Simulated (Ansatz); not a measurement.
# CH7GaOSi: small, medium and large basis sets

Aim: see how fast density functionals converge with the basis set for CH7GaOSi.

Computed with Ansatz 0.2.0, Gaussian basis. Level: one geometry, several basis sets.

Levels to be run: PBE0-D4/def2-SVP; ωB97M-V/def2-SVP; PBE0-D4/def2-QZVPP; ωB97M-V/def2-QZVPP; the functionals' def2-TZVPP values are taken from earlier runs.

## 1. Structure used throughout

All runs share one geometry, relaxed beforehand with PBE0-D4 in a triple-zeta def2 set.

SMILES `C[SiH](O)[GaH2]`, 11 atoms, charge 0, spin multiplicity 1.

Atoms are counted from 1 here; the program's logs count them from 0.

Bond lengths: C1–Si2 1.872 Å, C1–H5 1.094 Å, C1–H6 1.094 Å, C1–H7 1.092 Å, Si2–O3 1.664 Å, Si2–Ga4 2.424 Å, Si2–H8 1.498 Å, O3–H9 0.959 Å, Ga4–H10 1.578 Å, Ga4–H11 1.575 Å. Angles: Si2–C1–H5 110.2°, Si2–C1–H6 111.3°, Si2–C1–H7 111.3°, H5–C1–H6 107.5°, H5–C1–H7 108.0°, H6–C1–H7 108.4°, C1–Si2–O3 111.6°, C1–Si2–Ga4 114.1°, C1–Si2–H8 106.9°, O3–Si2–Ga4 102.4°, O3–Si2–H8 109.4°, Ga4–Si2–H8 112.4°, Si2–O3–H9 117.6°, Si2–Ga4–H10 121.2°, Si2–Ga4–H11 122.1°, H10–Ga4–H11 116.7°.

## 2. PBE0-D4 in def2-SVP

Input file in.yaml:

```yaml
crystal:
  periodic: [false, false, false]
  atoms:
    - {symbol: C, position_ang: [-0.839901, 1.394714, -0.046954]}
    - {symbol: Si, position_ang: [-0.259911, -0.326334, 0.405970]}
    - {symbol: O, position_ang: [0.735318, -0.306448, 1.739838]}
    - {symbol: Ga, position_ang: [1.140953, -1.372262, -1.273061]}
    - {symbol: H, position_ang: [-1.492847, 1.354094, -0.924313]}
    - {symbol: H, position_ang: [-1.410576, 1.849554, 0.768042]}
    - {symbol: H, position_ang: [0.003264, 2.047730, -0.283174]}
    - {symbol: H, position_ang: [-1.485669, -1.131652, 0.710290]}
    - {symbol: H, position_ang: [0.345026, -0.063508, 2.581051]}
    - {symbol: H, position_ang: [2.073051, -0.510937, -2.210533]}
    - {symbol: H, position_ang: [1.191291, -2.934940, -1.467155]}
basis:
  gaussian: {orbitals: def2-SVP}
hamiltonian: {xc: pbe0, dispersion: d4}
output: {orbitals: {seedname: orbitals}}
```

After this run come: ωB97M-V in def2-SVP; PBE0-D4 in def2-QZVPP; ωB97M-V in def2-QZVPP.

Q: Predict the results of all the runs planned. Wanted: PBE0-D4: double and triple zeta above quadruple; ωB97M-V: double and triple zeta above quadruple.

**Answer**, as computed:

```
                                       quantity           value
PBE0-D4: double and triple zeta above quadruple  15.15, 1.65 eV
ωB97M-V: double and triple zeta above quadruple  15.25, 1.60 eV
```

In words: For PBE0-D4 the step from double to triple zeta gains 13.50 eV and the next only 1.65 eV. Total energies overstate the basis error of differences, where much of it tends to cancel.
